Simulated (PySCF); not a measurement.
# BSe: from the state search to spectroscopic constants

Aim: find the lowest electronic state of BSe, scan its bond at several levels of theory, and get bond length, wavenumber and dissociation energy from each curve.

Program: PySCF 2.14.0. Level of theory: B 6-31G(d,p), Se 6-31G(d,p), no relativity. These are calculated values, not measurements.

### Step 1. Input

The job is set up so:

```yaml
atoms: B, Se
charge: 0
basis: B 6-31G(d,p), Se 6-31G(d,p)
Hamiltonian: no relativity
basis_functions: 46
electrons_treated: 39
masses_in_u: 11.0093, 79.9165
levels: PBE0, PBE, r²SCAN, MN15, revPBE, BP86, HSE06, HF, MP2, SCS-MP2, CCSD, CCSD(T)
grid: 80 radial by 434 angular points
occupations: held fixed by the projection of orbital angular momentum
dissociation_limit: B + Se, each in its ground configuration
starting_distance_in_angstrom: 1.930
values_of_2S_to_try: 1, 3
```

Run with:

```
$ OMP_NUM_THREADS=1 python dia.py task.json out
```

After this run come: The PBE0 curve of the state that the search chose; Higher solutions at PBE0; PBE; r²SCAN (meta-GGA); MN15 (hybrid meta-GGA); revPBE (GGA); BP86; HSE06 (range-separated hybrid); ROHF (mean field); MP2 and coupled cluster.

What does the calculation give? Wanted: for each run, Re; ωe; De; μ.

As calculated:

Lowest PBE0 solution found, without spin–orbit coupling: ²Σ⁺ (doublet), unpaired electrons σ ↑. State 2 has its PBE0 minimum 1.73 eV higher. State 3 has its PBE0 minimum 3.17 eV higher. The other levels ran on the lowest alone.

```
       level  Re (Å)  ωe (cm⁻¹)  De (eV)  μ (D)
        ROHF   1.736       1039     3.32  -1.58
    ROHF-MP2   1.748       1013     4.88    n/a
ROHF-SCS-MP2   1.749       1007     4.59    n/a
   ROHF-CCSD   1.750        998     4.37    n/a
ROHF-CCSD(T)   1.760        973     4.61    n/a
         PBE   1.764        950     5.43  -0.58
      revPBE   1.769        942     5.16  -0.60
        BP86   1.767        942     5.33  -0.61
      r²SCAN   1.753        982     5.34  -0.79
        PBE0   1.748        992     5.13  -0.78
       HSE06   1.749        987     5.15  -0.77
        MN15   1.739       1008     5.08  -1.02
```

De is counted to B + Se in their ground configurations. A positive dipole means B(−)Se(+).

Differences from CCSD(T) in the same basis:

```
       level  Re (mÅ)  ωe (%)
        ROHF      -24    +6.9
    ROHF-MP2      -12    +4.2
ROHF-SCS-MP2      -10    +3.5
   ROHF-CCSD       -9    +2.6
         PBE       +4    -2.3
      revPBE       +9    -3.1
        BP86       +7    -3.1
      r²SCAN       -7    +0.9
        PBE0      -12    +2.0
       HSE06      -10    +1.5
        MN15      -20    +3.6
```

Against CCSD(T) in the same basis, the bond length is nearest at PBE (+4 mÅ) and farthest at ROHF (-24 mÅ); the wavenumber is nearest at r²SCAN (+0.9 %) and farthest at ROHF (+6.9 %). Hartree–Fock falls on the short and stiff side, its usual fault. PBE gives a bond that is too long and too soft, as GGAs tend to. CCSD(T) in a basis this small is itself some way from its limit, more so than the functionals. Of the levels with a De here, ROHF gives the least (3.32 eV) and PBE the most (5.43 eV).

Correlated steps freeze 10 core orbitals.
